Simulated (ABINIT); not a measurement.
# Al2O3 (R-3c) in ABINIT: single point with LDA

Aim: the single point of Al2O3 with LDA.

All numbers are computed with ABINIT 10.8.3 (patched build); they aren't measurements. Logs are shortened: lines on timing, memory, paths and dates and some standing lists are left out, and cuts for length are marked. The log counts tension as positive stress, the text compression.

## 1. The undisturbed crystal

Symmetry: R-3c, No. 167, trigonal system. Conventional cell: a = 4.760 Å, b = 4.760 Å, c = 12.996 Å, α = 90.00°, β = 90.00°, γ = 120.00°. Al (site symmetry 3) is surrounded by 6 O at 1.85 to 1.97 Å. Around O (site symmetry 2) lie 4 Al at 1.85 to 1.97 Å.

## 2. Single point, LDA (cell relaxed)

The input, run.abi:

```
pp_dirpath "./"
pseudos "Al.upf, O.upf"

acell 9.3719526091 9.3719526091 9.3719526111
rprim
     0.4652583888     0.2686170550     0.8434331683
    -0.4652583888     0.2686170550     0.8434331683
     0.0000000000    -0.5372341118     0.8434331681
ntypat 2
znucl 13 8
natom 10
typat 1 1 1 1 2 2 2 2 2 2
xred
     0.3518228200     0.3518228200     0.3518228200
     0.1481771800     0.1481771800     0.1481771800
     0.6481771800     0.6481771800     0.6481771800
     0.8518228200     0.8518228200     0.8518228200
     0.5565108800     0.9434891200     0.2500000000
     0.2500000000     0.5565108800     0.9434891200
     0.9434891200     0.2500000000     0.5565108800
     0.4434891200     0.0565108800     0.7500000000
     0.7500000000     0.4434891200     0.0565108800
     0.0565108800     0.7500000000     0.4434891200
chkprim 0
chksymtnons 0
tolsym 1.0e-6

ecut 42.0

kptopt 1
ngkpt 4 4 4
nshiftk 1
shiftk 0.0 0.0 0.0

ixc 7

nband 30
occopt 3
tsmear 0.05 eV

nstep 100
tolvrs 1.0e-10

iomode 3
prtwf 0
prtden 0
prteig 0
prtebands 0
enunit 2
```

Potentials or basis: PseudoDojo NC SR LDA v0.4.1 standard.

Command:

```bash
> mpirun --bind-to none -np 4 abinit run.abi > log 2>&1
```

run.abo:

```text
.Version 10.8.3 of ABINIT
 Symmetries : space group R-3 c (#167); Bravais hR (rhombohedral)
================================================================================
 Values of the parameters that define the memory need of the present run
     intxc =       0    ionmov =       0      iscf =       7    lmnmax =       6
     lnmax =       6     mgfft =      60  mpssoang =       3    mqgrid =    3001
     natom =      10  nloc_mem =       1    nspden =       1   nspinor =       1
    nsppol =       1      nsym =      12    n1xccc =    2501    ntypat =       2
    occopt =       3   xclevel =       1
       mpw =        6783          nfft =      216000          nkpt =          13
================================================================================
================================================================================

--------------------------------------------------------------------------------
------------- Echo of variables that govern the present computation ------------
--------------------------------------------------------------------------------
 -outvars: echo values of preprocessed input variables --------
            acell      9.3719526091E+00  9.3719526091E+00  9.3719526111E+00 Bohr
              amu      2.69815390E+01  1.59994000E+01
          chkprim           0
      chksymtnons           0
             ecut      4.20000000E+01 Hartree
           enunit           2
              ixc           7
         kptrlatt        4    0    0      0    4    0      0    0    4
          kptrlen      3.48830365E+01
            natom          10
            nband          30
            ngfft          60      60      60
             nkpt          13
            nstep         100
             nsym          12
           ntypat           2
           occopt           3
           prtden           0
        prtebands           0
           prteig           0
            prtwf           0
            rprim      4.6525838880E-01  2.6861705500E-01  8.4343316830E-01
                      -4.6525838880E-01  2.6861705500E-01  8.4343316830E-01
                       0.0000000000E+00 -5.3723411180E-01  8.4343316810E-01
          spgroup         167
           tolsym      1.00000000E-06
           tolvrs      1.00000000E-10
           tsmear      1.83746611E-03 Hartree
            typat      1  1  1  1  2  2  2  2  2  2
           xangst      1.5896504154E-16 -3.3407501606E-09  4.4149638546E+00
                       8.6623082761E-17 -1.4070234134E-09  1.8594498611E+00
                       8.6623082761E-17 -6.1547972527E-09  8.1338635768E+00
                      -3.0045250206E-16 -8.0885233233E-09  1.0689377570E+01
                      -8.9291881449E-01  1.3321857969E+00  7.3201493350E+00
                      -7.0724734186E-01 -1.4393832825E+00  7.3201493349E+00
                       1.6001661563E+00  1.0719746901E-01  7.3201493350E+00
                       8.9291881449E-01 -1.3321858064E+00  5.2286780964E+00
                       7.0724734186E-01  1.4393832730E+00  5.2286780964E+00
                      -1.6001661563E+00 -1.0719747851E-01  5.2286780964E+00
            xcart      3.0040039211E-16 -6.3131028585E-09  8.3430725410E+00
                       1.6369390260E-16 -2.6588889040E-09  3.5138509823E+00
                       1.6369390260E-16 -1.1630881168E-08  1.5370774506E+01
                      -5.6777294274E-16 -1.5285093844E-08  2.0199996064E+01
                      -1.6873720120E+00  2.5174663050E+00  1.3833077444E+01
                      -1.3365037794E+00 -2.7200401942E+00  1.3833077444E+01
                       3.0238757914E+00  2.0257385782E-01  1.3833077444E+01
                       1.6873720120E+00 -2.5174663229E+00  9.8807696027E+00
                       1.3365037794E+00  2.7200401763E+00  9.8807696028E+00
                      -3.0238757914E+00 -2.0257387577E-01  9.8807696027E+00
             xred      3.5182282000E-01  3.5182282000E-01  3.5182282000E-01
                       1.4817718000E-01  1.4817718000E-01  1.4817718000E-01
                       6.4817718000E-01  6.4817718000E-01  6.4817718000E-01
                       8.5182282000E-01  8.5182282000E-01  8.5182282000E-01
                       5.5651088000E-01  9.4348912000E-01  2.5000000000E-01
                       2.5000000000E-01  5.5651088000E-01  9.4348912000E-01
                       9.4348912000E-01  2.5000000000E-01  5.5651088000E-01
                       4.4348912000E-01  5.6510880000E-02  7.5000000000E-01
                       7.5000000000E-01  4.4348912000E-01  5.6510880000E-02
                       5.6510880000E-02  7.5000000000E-01  4.4348912000E-01
            znucl       13.00000    8.00000

================================================================================

[... 162 lines left out ...]

 cartesian forces (hartree/bohr) at end:
    1      0.00000000000000    -0.00000000000000     0.00000450982616
    2     -0.00000000000000     0.00000000000000    -0.00000450982616
    3     -0.00000000000000     0.00000000000000    -0.00000450982616
    4      0.00000000000000    -0.00000000000000     0.00000450982616
    5      0.00000012741873    -0.00000000000000     0.00000000000000
    6     -0.00000006370936     0.00000011034785     0.00000000000000
    7     -0.00000006370936    -0.00000011034785    -0.00000000000000
    8     -0.00000012741873    -0.00000000000000    -0.00000000000000
    9      0.00000006370936    -0.00000011034785    -0.00000000000000
   10      0.00000006370936     0.00000011034785     0.00000000000000
 frms,max,avg= 1.6477413E-06 4.5098262E-06   0.000E+00  0.000E+00  0.000E+00 h/b

 cartesian forces (eV/Angstrom) at end:
    1      0.00000000000000    -0.00000000000001     0.00023190458546
    2     -0.00000000000000     0.00000000000001    -0.00023190458546
    3     -0.00000000000000     0.00000000000001    -0.00023190458546
    4      0.00000000000000    -0.00000000000001     0.00023190458546
    5      0.00000655213432    -0.00000000000000     0.00000000000000
    6     -0.00000327606716     0.00000567431478     0.00000000000000
    7     -0.00000327606716    -0.00000567431478    -0.00000000000000
    8     -0.00000655213432    -0.00000000000000    -0.00000000000000
    9      0.00000327606716    -0.00000567431478    -0.00000000000000
   10      0.00000327606716     0.00000567431478     0.00000000000000
 frms,max,avg= 8.4730264E-05 2.3190459E-04   0.000E+00  0.000E+00  0.000E+00 e/A
 length scales=  9.371952609100  9.371952609100  9.371952611100 bohr
              =  4.959423739034  4.959423739034  4.959423740092 angstroms
 Fermi (or HOMO) energy (hartree) =   0.45655   Average Vxc (hartree)=  -0.45427
 Eigenvalues (hartree) for nkpt=  13  k points:
 kpt#   1, nband= 30, wtk=  0.01563, kpt=  0.0000  0.0000  0.0000 (reduced coord)
  -0.48426   -0.37946   -0.36703   -0.36703   -0.35318   -0.35318   -0.03454    0.00567
   0.01532    0.01532    0.05912    0.05912    0.06021    0.10184    0.12540    0.18331
   0.18331    0.18607    0.18607    0.21881    0.21881    0.23858    0.23858    0.24205
   0.51589    0.59852    0.67444    0.69062    0.69294    0.69298
      occupation numbers for kpt#   1
   2.00000    2.00000    2.00000    2.00000    2.00000    2.00000    2.00000    2.00000
   2.00000    2.00000    2.00000    2.00000    2.00000    2.00000    2.00000    2.00000
   2.00000    2.00000    2.00000    2.00000    2.00000    2.00000    2.00000    2.00000
   0.00000    0.00000    0.00000    0.00000    0.00000    0.00000
 prteigrs : prtvol=0 or 1, do not print more k-points.

 Fermi (or HOMO) energy (eV) =  12.42328   Average Vxc (eV)= -12.36132
 Eigenvalues (   eV  ) for nkpt=  13  k points:
 kpt#   1, nband= 30, wtk=  0.01563, kpt=  0.0000  0.0000  0.0000 (reduced coord)
 -13.17735  -10.32552   -9.98752   -9.98752   -9.61058   -9.61058   -0.93976    0.15426
   0.41690    0.41690    1.60886    1.60886    1.63838    2.77134    3.41244    4.98812
   4.98812    5.06326    5.06326    5.95424    5.95424    6.49215    6.49215    6.58654
  14.03821   16.28654   18.35248   18.79268   18.85576   18.85692
 prteigrs : prtvol=0 or 1, do not print more k-points.

--- !EnergyTerms
iteration_state     : {dtset: 1, }
comment             : Components of total free energy in Hartree
kinetic             :  7.31403607614038E+01
hartree             :  2.52302176666188E+01
xc                  : -3.02687596144402E+01
Ewald energy        : -9.10009874164087E+01
psp_core            :  3.68340774712749E+00
local_psp           : -7.45899436712147E+01
non_local_psp       : -1.53879360756666E+01
internal            : -1.09193640602580E+02
'-kT*entropy'       :  3.75883816424687E-15
total_energy        : -1.09193640602580E+02
total_energy_eV     : -2.97131033004164E+03
band_energy         : -5.43131574278179E-02
...

 Cartesian components of stress tensor (hartree/bohr^3)
  sigma(1 1)= -6.77353033E-04  sigma(3 2)=  4.68221282E-12
  sigma(2 2)= -6.77353015E-04  sigma(3 1)=  0.00000000E+00
  sigma(3 3)= -6.77394753E-04  sigma(2 1)=  0.00000000E+00

-Cartesian components of stress tensor (GPa)         [Pressure=  1.9929E+01 GPa]
- sigma(1 1)= -1.99284143E+01  sigma(3 2)=  1.37755457E-07
- sigma(2 2)= -1.99284137E+01  sigma(3 1)=  0.00000000E+00
- sigma(3 3)= -1.99296417E+01  sigma(2 1)=  0.00000000E+00

== END DATASET(S) ==============================================================
================================================================================

 -outvars: echo values of variables after computation  --------
            acell      9.3719526091E+00  9.3719526091E+00  9.3719526111E+00 Bohr
           etotal     -1.0919364060E+02
            fcart      1.5285299733E-22 -1.1197732051E-16  4.5098261639E-06
                      -8.1724446534E-22  1.1197746609E-16 -4.5098261639E-06
                      -4.0217664347E-23  1.1197836332E-16 -4.5098261639E-06
                       1.5285299733E-22 -1.1197642327E-16  4.5098261639E-06
                       1.2741872577E-07 -3.5111802757E-22  2.6881689355E-25
                      -6.3709362883E-08  1.1034785359E-07  8.3498887241E-17
                      -6.3709362883E-08 -1.1034785359E-07 -8.3498894719E-17
                      -1.2741872577E-07 -3.5734076677E-22 -2.2859912224E-24
                       6.3709362883E-08 -1.1034785359E-07 -8.3498892567E-17
                       6.3709362883E-08  1.1034785359E-07  8.3498897167E-17
            rprim      4.6525838880E-01  2.6861705500E-01  8.4343316830E-01
                      -4.6525838880E-01  2.6861705500E-01  8.4343316830E-01
                       0.0000000000E+00 -5.3723411180E-01  8.4343316810E-01
           strten     -6.7735303280E-04 -6.7735301478E-04 -6.7739475288E-04
                       4.6822128188E-12  0.0000000000E+00  0.0000000000E+00
           xangst      1.5896504154E-16 -3.3407501606E-09  4.4149638546E+00
                       8.6623082761E-17 -1.4070234134E-09  1.8594498611E+00
                       8.6623082761E-17 -6.1547972527E-09  8.1338635768E+00
                      -3.0045250206E-16 -8.0885233233E-09  1.0689377570E+01
                      -8.9291881449E-01  1.3321857969E+00  7.3201493350E+00
                      -7.0724734186E-01 -1.4393832825E+00  7.3201493349E+00
                       1.6001661563E+00  1.0719746901E-01  7.3201493350E+00
                       8.9291881449E-01 -1.3321858064E+00  5.2286780964E+00
                       7.0724734186E-01  1.4393832730E+00  5.2286780964E+00
                      -1.6001661563E+00 -1.0719747851E-01  5.2286780964E+00
             xred      3.5182282000E-01  3.5182282000E-01  3.5182282000E-01
                       1.4817718000E-01  1.4817718000E-01  1.4817718000E-01
                       6.4817718000E-01  6.4817718000E-01  6.4817718000E-01
                       8.5182282000E-01  8.5182282000E-01  8.5182282000E-01
                       5.5651088000E-01  9.4348912000E-01  2.5000000000E-01
                       2.5000000000E-01  5.5651088000E-01  9.4348912000E-01
                       9.4348912000E-01  2.5000000000E-01  5.5651088000E-01
                       4.4348912000E-01  5.6510880000E-02  7.5000000000E-01
                       7.5000000000E-01  4.4348912000E-01  5.6510880000E-02
                       5.6510880000E-02  7.5000000000E-01  4.4348912000E-01
 Calculation completed.
```

Wall time 1.7 min (4 MPI ranks of AMD EPYC, shared host); peak memory 0.44 GiB.

Results:

- Free energy: -2971.3103 eV
- Pressure: 19.9 GPa
- Band gap on the k mesh: 7.45 eV, direct
- Valence electrons inside the program's atomic spheres: Al 1.28; O 6.54
